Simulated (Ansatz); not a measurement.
**H9NO2Si2: a nudged elastic band in two tries**

The task is a band of images between two relaxed ends.

Method: UKS PBE/def2-SVP, in Ansatz 0.2.0.

### 1 The system as given

Bond lengths: Si1–O2 1.720 Å, Si1–H3 1.493 Å, Si1–H4 1.503 Å, Si1–N5 1.728 Å, H6–O7 0.993 Å, O7–Si8 1.675 Å, O2–H9 0.975 Å, N5–H10 1.023 Å, N5–H11 1.026 Å, Si8–H12 1.502 Å, Si8–H13 1.515 Å, Si8–H14 1.511 Å. Angles (14 of 17 angles, heavy atoms first): O2–Si1–N5 116.0°, Si1–O2–H9 114.4°, O2–Si1–H3 101.8°, O2–Si1–H4 108.5°, H3–Si1–N5 109.9°, H4–Si1–N5 106.9°, Si1–N5–H10 120.2°, Si1–N5–H11 117.0°, H6–O7–Si8 115.8°, O7–Si8–H12 106.8°, O7–Si8–H13 112.5°, O7–Si8–H14 113.0°, H3–Si1–H4 113.9°, H10–N5–H11 110.9°.

As a file:

```xyz
14

Si   -1.9716   -0.7355   -0.2884
O    -0.8262   -1.3221    0.8533
H    -1.8632   -1.7506   -1.3775
H    -3.3214   -0.6918    0.3710
N    -1.6698    0.8434   -0.9235
H     0.7229   -0.8503    0.0729
O     1.3594   -0.3591   -0.5094
Si    2.5199    0.5525    0.2837
H    -0.9039   -0.9278    1.7420
H    -1.9711    1.6727   -0.4058
H    -0.7586    1.0005   -1.3686
H     3.2458    1.3424   -0.7678
H     1.9159    1.5178    1.2835
H     3.5223   -0.2922    1.0344
```

### 2 The run

Contents of input.yaml:

```yaml
crystal:
  periodic: [false, false, false]
  atoms:
    - { symbol: Si, position_ang: [-1.97163, -0.735466, -0.28839] }
    - { symbol: O, position_ang: [-0.82615, -1.322054, 0.853329] }
    - { symbol: H, position_ang: [-1.863247, -1.750597, -1.377452] }
    - { symbol: H, position_ang: [-3.321355, -0.691824, 0.37103] }
    - { symbol: "N", position_ang: [-1.669826, 0.843373, -0.923472] }
    - { symbol: H, position_ang: [0.722867, -0.850335, 0.072915] }
    - { symbol: O, position_ang: [1.359399, -0.359091, -0.50941] }
    - { symbol: Si, position_ang: [2.519893, 0.552501, 0.283686] }
    - { symbol: H, position_ang: [-0.903946, -0.927806, 1.742022] }
    - { symbol: H, position_ang: [-1.971131, 1.672663, -0.40585] }
    - { symbol: H, position_ang: [-0.758583, 1.000548, -1.368567] }
    - { symbol: H, position_ang: [3.245758, 1.342443, -0.767836] }
    - { symbol: H, position_ang: [1.915896, 1.517819, 1.283488] }
    - { symbol: H, position_ang: [3.522254, -0.292175, 1.034407] }
magnetization:
  spin_polarized: true
basis:
  gaussian: { orbitals: def2-SVP }
hamiltonian:
  xc: pbe
neb:
  order_check: false
  images: 0
  f_tol: 0.05
  max_iterations: 8
  final_atoms:
    - { symbol: Si, position_ang: [-1.0463778, -0.14581908, -0.36830417] }
    - { symbol: O, position_ang: [-0.59431487, -2.71414264, 1.08128919] }
    - { symbol: H, position_ang: [-1.28639522, -1.23030668, -1.36380016] }
    - { symbol: H, position_ang: [-1.99439541, -0.0929384, 0.78808447] }
    - { symbol: "N", position_ang: [-1.20744914, 1.36816546, -1.20002511] }
    - { symbol: H, position_ang: [0.18423122, -2.1405206, 0.90906368] }
    - { symbol: O, position_ang: [0.53925522, -0.33737558, 0.25710145] }
    - { symbol: Si, position_ang: [1.82931335, 0.74578445, 0.20264532] }
    - { symbol: H, position_ang: [-0.88366076, -2.39513917, 1.95707942] }
    - { symbol: H, position_ang: [-1.36986999, 2.2516161, -0.71485053] }
    - { symbol: H, position_ang: [-0.88484606, 1.51209472, -2.15798454] }
    - { symbol: H, position_ang: [2.27244165, 1.02056754, -1.21152296] }
    - { symbol: H, position_ang: [1.48388485, 2.05567959, 0.86527325] }
    - { symbol: H, position_ang: [2.95838196, 0.10233329, 0.95585069] }
  initial_path:
    images:
      - { positions_ang: [[-1.97163, -0.735466, -0.28839], [-0.82615, -1.322054, 0.853329], [-1.863247, -1.750597, -1.377452], [-3.321355, -0.691824, 0.37103], [-1.669826, 0.843373, -0.923472], [0.722867, -0.850335, 0.072915], [1.359399, -0.359091, -0.50941], [2.519893, 0.552501, 0.283686], [-0.903946, -0.927806, 1.742022], [-1.971131, 1.672663, -0.40585], [-0.758583, 1.000548, -1.368567], [3.245758, 1.342443, -0.767836], [1.915896, 1.517819, 1.283488], [3.522254, -0.292175, 1.034407]] }
      - { positions_ang: [[-1.80433383, -0.65338153, -0.28872973], [-0.81362991, -1.48529249, 0.87879426], [-1.73285819, -1.68153307, -1.3501844], [-3.01731093, -0.48848873, 0.47964457], [-1.59264042, 0.87276846, -1.02650159], [0.61849785, -0.96666552, 0.26312143], [1.1889761, -0.32643278, -0.31285382], [2.39193528, 0.58042605, 0.29367578], [-0.93588263, -1.178683, 1.77554357], [-1.81518153, 1.72972743, -0.54767183], [-0.79628536, 0.98495658, -1.5848573], [2.92959118, 1.41744962, -0.76733488], [1.95224867, 1.47752875, 1.36682882], [3.42707272, -0.28238077, 0.82042513]] }
      - { positions_ang: [[-1.63703766, -0.57129706, -0.28906945], [-0.80110981, -1.64853099, 0.90425951], [-1.60246938, -1.61246913, -1.3229168], [-2.71326686, -0.28515346, 0.58825913], [-1.51545484, 0.90216392, -1.12953118], [0.51412869, -1.08299604, 0.45332786], [1.0185532, -0.29377457, -0.11629764], [2.26397756, 0.60835111, 0.30366555], [-0.96781926, -1.42955999, 1.80906515], [-1.65923205, 1.78679186, -0.68949367], [-0.83398772, 0.96936516, -1.80114761], [2.61342435, 1.49245623, -0.76683376], [1.98860133, 1.43723849, 1.45016963], [3.33189145, -0.27258654, 0.60644325]] }
      - { positions_ang: [[-1.46974149, -0.48921258, -0.28940918], [-0.78858972, -1.81176948, 0.92972477], [-1.47208057, -1.5434052, -1.2956492], [-2.40922279, -0.08181819, 0.6968737], [-1.43826926, 0.93155939, -1.23256077], [0.40975954, -1.19932657, 0.64353429], [0.8481303, -0.26111635, 0.08025854], [2.13601984, 0.63627616, 0.31365533], [-0.99975589, -1.68043699, 1.84258672], [-1.50328258, 1.84385629, -0.8313155], [-0.87169008, 0.95377375, -2.01743791], [2.29725753, 1.56746285, -0.76633264], [2.024954, 1.39694824, 1.53351045], [3.23671017, -0.26279231, 0.39246138]] }
      - { positions_ang: [[-1.30244532, -0.40712811, -0.2897489], [-0.77606963, -1.97500797, 0.95519003], [-1.34169176, -1.47434126, -1.2683816], [-2.10517871, 0.12151707, 0.80548826], [-1.36108367, 0.96095485, -1.33559036], [0.30539039, -1.31565709, 0.83374073], [0.67770739, -0.22845814, 0.27681472], [2.00806212, 0.66420122, 0.32364511], [-1.03169252, -1.93131398, 1.8761083], [-1.34733311, 1.90092071, -0.97313733], [-0.90939244, 0.93818233, -2.23372822], [1.9810907, 1.64246947, -0.76583152], [2.06130666, 1.35665799, 1.61685127], [3.1415289, -0.25299808, 0.17847951]] }
      - { positions_ang: [[-1.23842844, -0.34180085, -0.30938772], [-0.73063094, -2.15979164, 0.98671482], [-1.32786763, -1.41333262, -1.29223624], [-2.07748289, 0.06790321, 0.80113732], [-1.32267504, 1.0627575, -1.30169904], [0.2751006, -1.52187296, 0.85257146], [0.64309435, -0.2556875, 0.27188641], [1.96337493, 0.68459702, 0.29339516], [-0.99468458, -2.04727028, 1.89635108], [-1.35296733, 1.98859456, -0.90856563], [-0.90325584, 1.08166043, -2.2147923], [2.05392844, 1.48699399, -0.87725438], [1.91695121, 1.53141339, 1.42895676], [3.09574216, -0.16416524, 0.3728223]] }
      - { positions_ang: [[-1.17441156, -0.2764736, -0.32902654], [-0.68519225, -2.34457531, 1.01823961], [-1.31404349, -1.35232397, -1.31609088], [-2.04978706, 0.01428934, 0.79678637], [-1.28426641, 1.16456015, -1.26780773], [0.2448108, -1.72808884, 0.8714022], [0.6084813, -0.28291686, 0.26695809], [1.91868773, 0.70499283, 0.26314521], [-0.95767664, -2.16322658, 1.91659386], [-1.35860155, 2.07626841, -0.84399393], [-0.89711925, 1.22513853, -2.19585638], [2.12676618, 1.3315185, -0.98867724], [1.77259575, 1.70616879, 1.24106226], [3.04995543, -0.0753324, 0.5671651]] }
      - { positions_ang: [[-1.11039468, -0.21114634, -0.34866536], [-0.63975356, -2.52935897, 1.0497644], [-1.30021936, -1.29131532, -1.33994552], [-2.02209124, -0.03932453, 0.79243542], [-1.24585777, 1.26636281, -1.23391642], [0.21452101, -1.93430472, 0.89023294], [0.57386826, -0.31014622, 0.26202977], [1.87400054, 0.72538864, 0.23289526], [-0.9206687, -2.27918288, 1.93683664], [-1.36423577, 2.16394225, -0.77942223], [-0.89098265, 1.36861663, -2.17692046], [2.19960391, 1.17604302, -1.1001001], [1.6282403, 1.88092419, 1.05316775], [3.0041687, 0.01350044, 0.7615079]] }
      - { positions_ang: [[-1.0463778, -0.14581908, -0.36830417], [-0.59431487, -2.71414264, 1.08128919], [-1.28639522, -1.23030668, -1.36380016], [-1.99439541, -0.0929384, 0.78808447], [-1.20744914, 1.36816546, -1.20002511], [0.18423122, -2.1405206, 0.90906368], [0.53925522, -0.33737558, 0.25710145], [1.82931335, 0.74578445, 0.20264532], [-0.88366076, -2.39513917, 1.95707942], [-1.36986999, 2.2516161, -0.71485053], [-0.88484606, 1.51209472, -2.15798454], [2.27244165, 1.02056754, -1.21152296], [1.48388485, 2.05567959, 0.86527325], [2.95838196, 0.10233329, 0.95585069]] }
```

Launch:

```console
$ ansatz run input.yaml --threads 4 --pin off --max-ram 5120MiB --backend cpu --events-out ev --progress --plain --runs-dir out
```

Before running it: what results should come out? Wanted: first try.

As calculated:

```
 quantity                             value
first try                           refused
    cause  the band is given no inner image
```

What this shows: The fault in the first input was caught at the input check and cost nothing.
